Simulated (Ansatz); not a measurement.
# CH6Cl2GaP: the cost of one run

Method: the settings change from run to run; program: Ansatz 0.2.0, Gaussian basis.

### Step 1. The relaxed structure

The structure was relaxed beforehand with PBE0-D4 in a triple-zeta def2 set.

SMILES `[CH3][Ga-]([PH3+])([Cl])[Cl]`, 11 atoms, charge 0, spin multiplicity 1.

Atoms are counted from 1 here; the program's logs count them from 0.

Bond lengths: C1–Ga2 1.955 Å, C1–H6 1.091 Å, C1–H7 1.091 Å, C1–H8 1.092 Å, Ga2–P3 2.534 Å, Ga2–Cl4 2.184 Å, Ga2–Cl5 2.184 Å, P3–H9 1.410 Å, P3–H10 1.406 Å, P3–H11 1.410 Å. Angles: Ga2–C1–H6 110.6°, Ga2–C1–H7 110.6°, Ga2–C1–H8 109.1°, H6–C1–H7 109.5°, H6–C1–H8 108.4°, H7–C1–H8 108.4°, C1–Ga2–P3 110.9°, C1–Ga2–Cl4 119.8°, C1–Ga2–Cl5 119.8°, P3–Ga2–Cl4 93.1°, P3–Ga2–Cl5 93.3°, Cl4–Ga2–Cl5 112.4°, Ga2–P3–H9 121.7°, Ga2–P3–H10 110.5°, Ga2–P3–H11 121.6°, H9–P3–H10 99.8°, H9–P3–H11 99.6°, H10–P3–H11 99.8°.

### Step 2. PBE/ANO-RCC-VTZP

Set apart from the defaults: unrestricted orbitals, density fitting with def2-universal-jkfit, the search for lower states set to full.

in.yaml

```yaml
crystal:
  periodic: [false, false, false]
  atoms:
    - {symbol: C, position_ang: [-1.679004, 0.985428, 0.307696]}
    - {symbol: Ga, position_ang: [-0.307707, 0.218953, -0.855448]}
    - {symbol: P, position_ang: [1.501075, -0.916459, 0.508456]}
    - {symbol: Cl, position_ang: [-0.744209, -1.587139, -2.002992]}
    - {symbol: Cl, position_ang: [1.109961, 1.530977, -1.873919]}
    - {symbol: H, position_ang: [-1.248239, 1.744873, 0.961525]}
    - {symbol: H, position_ang: [-2.148978, 0.208351, 0.911985]}
    - {symbol: H, position_ang: [-2.447878, 1.455706, -0.308046]}
    - {symbol: H, position_ang: [2.325283, -0.192432, 1.393556]}
    - {symbol: H, position_ang: [2.482425, -1.465656, -0.335576]}
    - {symbol: H, position_ang: [1.222772, -2.039502, 1.313464]}
basis:
  gaussian: {orbitals: ANO-RCC-VTZP, fitting: {mean_field: def2-universal-jkfit}}
magnetization: {spin_polarized: true, initial_magnetization: 0}
hamiltonian: {xc: {name: PBE}}
scf: {lower_state_search: full}
output: {forces: true}
```

The run is started by

```bash
$ ansatz run in.yaml --threads 4 --pin off --events-out ev --progress --plain --max-ram 11315MiB
```

Q: Estimate wall time and peak memory on 4 threads of Arm Neoverse V1, shared host.

About 13 s, with a peak of 0.63 GiB.
